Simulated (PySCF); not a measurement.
# AlCuH2O3: the cost of one run

Computed with PySCF 2.14.0; each step states its level. No surroundings beyond the atoms listed, unless a continuum is named. Atoms count from 0, parts from 1.

### 1 Starting point

Each species was relaxed by itself at PBE0-D3(BJ)/def2-SVPD.

### 2 Energies of the species: wB97M-D3(BJ)/def2-TZVPD

Job settings and geometry (Å):

```
{"job": {"kind": "react", "xc": "wB97M-D3(BJ)", "basis": "def2-TZVPD"}, "charge": 0, "multiplicity": 1}
-1 AlH3O3 charge 0 multiplicity 1
O     -0.637190     1.021260     1.219440
Al     0.015920     0.018560     0.006960
O     -0.455090    -1.614880    -0.099160
O      1.142600     0.652940    -1.101540
H     -0.409510     1.943560     1.334950
H     -1.083120    -2.036960     0.486490
H      1.549960     0.150610    -1.806840

-1 CuHO charge 0 multiplicity 1
O     -0.387620    -0.031830     0.397370
Cu     1.169160    -0.651360    -0.223900
H     -0.723290     0.668360    -0.172130

+1 AlCuH2O3 charge 0 multiplicity 1
O     -1.293380     0.549160     1.179360
Al    -0.158040    -0.047370     0.039190
O      1.360280     0.772710    -0.009780
O     -0.384030    -1.340700    -1.023790
Cu     1.080730    -1.604130    -2.038690
H     -2.161000     0.160070     1.288890
H      1.555620     1.512180     0.567150

+1 H2O charge 0 multiplicity 1
O     -0.000060     0.389370     0.004710
H     -0.762840    -0.194860     0.002070
H      0.762930    -0.194470    -0.006820
```

With the program's defaults for keys left out, this is: wB97M-D3(BJ)/def2-TZVPD reaction energy of separated species, gas phase.

Run with:

```sh
$ OMP_NUM_THREADS=1 python cluster_run.py task.json out
```

This one command runs all jobs of the session in turn.

Q: Estimate the wall time and peak memory of this first job on 1 thread of Arm Neoverse V2, shared host.

About 47 s, with a peak of 0.78 GiB.
